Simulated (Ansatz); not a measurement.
**C9H20: up Jacob's ladder to CCSD(T)**

How much do the methods differ for C9H20? The plan is to run it at one geometry with functionals of several rungs and with coupled cluster, and see how far each lands from CCSD(T) at the basis-set limit for the atomisation energy.

Computed with Ansatz 0.2.0, Gaussian basis. Level: functionals in def2-TZVPP, the program's frozen cores in correlated methods.

The runs, in order: LDA (SPW92), PBE-D4, revPBE-D4, BLYP-D4, r2SCAN-D4, B97M-V, PBE0-D4, B3LYP-D4, r2SCANh-D4, r2SCAN0-D4, HSE06-D4, BHLYP-D4, CAM-B3LYP-D4, LC-ωPBE, ωB97X-V, ωB97M-V, B2PLYP, PBE-QIDH; CCSD(T)/def2-SVP; CCSD(T)/def2-TZVPP; MP2/def2-QZVPP; extrapolation to the limit; RPA on PBE.

## (1) The relaxed structure

The geometry comes from an earlier relaxation with PBE0-D4 in a triple-zeta def2 set; it is a stationary point, not always the lowest conformer.

SMILES `CC(C)C(C)C(C)(C)C`, 29 atoms, charge 0, spin multiplicity 1.

Atoms are counted from 1 here; the program's logs count them from 0.

Bond lengths: C1–C2 1.526 Å, C1–H10 1.090 Å, C1–H11 1.093 Å, C1–H12 1.093 Å, C2–C3 1.524 Å, C2–C4 1.548 Å, C2–H13 1.095 Å, C3–H14 1.095 Å, C3–H15 1.093 Å, C3–H16 1.093 Å, C4–C5 1.525 Å, C4–C6 1.554 Å, C4–H17 1.099 Å, C5–H18 1.093 Å, C5–H19 1.090 Å, C5–H20 1.093 Å, C6–C7 1.529 Å, C6–C8 1.527 Å and more. Angles: C2–C1–H10 112.8°, C2–C1–H11 111.4°, C2–C1–H12 109.9°, H10–C1–H11 107.7°, H10–C1–H12 107.6°, H11–C1–H12 107.2°, C1–C2–C3 109.4°, C1–C2–C4 114.8°, C1–C2–H13 107.1°, C3–C2–C4 110.3°, C3–C2–H13 106.9°, C4–C2–H13 107.8°, C2–C3–H14 111.0°, C2–C3–H15 111.3°, C2–C3–H16 111.2°, H14–C3–H15 107.7°, H14–C3–H16 107.4°, H15–C3–H16 108.0° and more.

Geometry (Å):

```xyz
29

C     0.3157   -0.9862   -2.1296
C    -0.1140   -1.2559   -0.6906
C    -1.1737   -2.3511   -0.6742
C    -0.6144   -0.0115    0.0827
C    -1.4255    0.9156   -0.8156
C     0.4841    0.7194    0.9035
C    -0.1019    1.9729    1.5539
C     1.6853    1.1295    0.0553
C     0.9663   -0.1951    2.0302
H     1.0478   -0.1820   -2.2088
H    -0.5383   -0.7210   -2.7580
H     0.7647   -1.8859   -2.5587
H     0.7600   -1.6496   -0.1619
H    -2.1001   -2.0085   -1.1462
H    -1.4143   -2.6563    0.3472
H    -0.8370   -3.2361   -1.2208
H    -1.3113   -0.3909    0.8428
H    -2.1488    0.3463   -1.4043
H    -1.9907    1.6441   -0.2338
H    -0.7959    1.4659   -1.5193
H     0.6187    2.4054    2.2534
H    -0.3463    2.7409    0.8175
H    -1.0117    1.7393    2.1154
H     2.2177    0.2617   -0.3400
H     2.3943    1.6992    0.6629
H     1.3925    1.7634   -0.7855
H     1.7212    0.3134    2.6363
H     1.4172   -1.1165    1.6559
H     0.1384   -0.4704    2.6901
```

## (2) LDA

This LDA is Slater exchange with PW92 correlation.

in.yaml reads:

```yaml
crystal:
  periodic: [false, false, false]
  atoms:
    - {symbol: C, position_ang: [0.315688, -0.986223, -2.129631]}
    - {symbol: C, position_ang: [-0.113974, -1.255861, -0.690640]}
    - {symbol: C, position_ang: [-1.173666, -2.351056, -0.674247]}
    - {symbol: C, position_ang: [-0.614399, -0.011544, 0.082748]}
    - {symbol: C, position_ang: [-1.425463, 0.915599, -0.815597]}
    - {symbol: C, position_ang: [0.484092, 0.719368, 0.903547]}
    - {symbol: C, position_ang: [-0.101908, 1.972899, 1.553918]}
    - {symbol: C, position_ang: [1.685317, 1.129495, 0.055269]}
    - {symbol: C, position_ang: [0.966321, -0.195112, 2.030237]}
    - {symbol: H, position_ang: [1.047771, -0.182009, -2.208770]}
    - {symbol: H, position_ang: [-0.538332, -0.720955, -2.758006]}
    - {symbol: H, position_ang: [0.764706, -1.885918, -2.558663]}
    - {symbol: H, position_ang: [0.759990, -1.649632, -0.161863]}
    - {symbol: H, position_ang: [-2.100147, -2.008487, -1.146193]}
    - {symbol: H, position_ang: [-1.414255, -2.656293, 0.347227]}
    - {symbol: H, position_ang: [-0.836956, -3.236131, -1.220791]}
    - {symbol: H, position_ang: [-1.311334, -0.390851, 0.842799]}
    - {symbol: H, position_ang: [-2.148832, 0.346289, -1.404349]}
    - {symbol: H, position_ang: [-1.990718, 1.644058, -0.233751]}
    - {symbol: H, position_ang: [-0.795925, 1.465935, -1.519278]}
    - {symbol: H, position_ang: [0.618726, 2.405432, 2.253361]}
    - {symbol: H, position_ang: [-0.346254, 2.740887, 0.817507]}
    - {symbol: H, position_ang: [-1.011690, 1.739341, 2.115445]}
    - {symbol: H, position_ang: [2.217654, 0.261666, -0.339988]}
    - {symbol: H, position_ang: [2.394306, 1.699184, 0.662858]}
    - {symbol: H, position_ang: [1.392492, 1.763450, -0.785492]}
    - {symbol: H, position_ang: [1.721214, 0.313386, 2.636302]}
    - {symbol: H, position_ang: [1.417180, -1.116486, 1.655935]}
    - {symbol: H, position_ang: [0.138386, -0.470443, 2.690107]}
basis:
  gaussian: {orbitals: def2-TZVPP}
hamiltonian: {xc: lda}
output: {orbitals: {seedname: orbitals}}
```

The run is started by

```
> ansatz run in.yaml --threads 5 --pin off --events-out ev --progress --plain --max-ram 66560MiB --backend cuda --devices 0, --max-vram 37GiB
```

Further steps of the session: PBE-D4 (GGA); revPBE-D4 (GGA); BLYP-D4 (GGA); r2SCAN-D4 (meta-GGA); B97M-V (meta-GGA); PBE0-D4 (hybrid); B3LYP-D4 (hybrid); r2SCANh-D4 (hybrid); r2SCAN0-D4 (hybrid); HSE06-D4 (hybrid); BHLYP-D4 (hybrid); CAM-B3LYP-D4 (range-separated); LC-ωPBE (range-separated); ωB97X-V (range-separated); ωB97M-V (range-separated); B2PLYP (double hybrid); PBE-QIDH (double hybrid); CCSD(T) in def2-SVP; CCSD(T) in def2-TZVPP; MP2 in def2-QZVPP; RPA on PBE orbitals.

**Question.** What will the summary of the whole plan be? Wanted: atomisation energy, CCSD(T)/CBS; farthest beyond LDA; mean size of error, GGA; mean size of error, meta-GGA; mean size of error, hybrid; mean size of error, range-separated; mean size of error, double hybrid; gap, smallest and largest; T1 diagnostic.

**Answer**, as computed:

```
                                quantity                                                                                                  value
         atomisation energy, CCSD(T)/CBS                                                                                        2773.5 kcal/mol
functionals within 13.9 kcal/mol (0.5 %)  revPBE-D4, r2SCAN-D4, B97M-V, B3LYP-D4, r2SCANh-D4, CAM-B3LYP-D4, LC-ωPBE, ωB97X-V, ωB97M-V, PBE-QIDH
                     farthest beyond LDA                                                                              BHLYP-D4 (-54.5 kcal/mol)
                 mean size of error, GGA                                                                                          24.2 kcal/mol
            mean size of error, meta-GGA                                                                                           4.1 kcal/mol
              mean size of error, hybrid                                                                                          18.6 kcal/mol
     mean size of error, range-separated                                                                                           6.7 kcal/mol
       mean size of error, double hybrid                                                                                          15.2 kcal/mol
               gap, smallest and largest                                                              6.99 eV (LDA (SPW92)), 13.92 eV (LC-ωPBE)
                           T1 diagnostic                                                                                                 0.0088
 triples share of the correlation energy                                                                                                  3.9 %
```

**Reading.** The LDA atomisation energy is off by 361.0 kcal/mol (13 %): it overbinds. PBE-D4 misses by +43.4 kcal/mol. Double hybrids carry the basis error of their MP2 part in triple zeta, and no dispersion term here, so their miss is partly the set-up's. The rungs meta-GGA, range-separated miss on average by less than the doubt on the reference (13.9 kcal/mol), so they tie. The reference freezes the cores and leaves out relativity and excitations past (T), so misses under about 13.9 kcal/mol can't be ranked. Hartree-Fock recovers 76 % of the binding; the rest is correlation. CCSD(T) in def2-SVP is off by -93.8 kcal/mol, worse than the median functional, from the basis alone. Orbital gaps span 7.0 to 13.9 eV; exact exchange widens them.
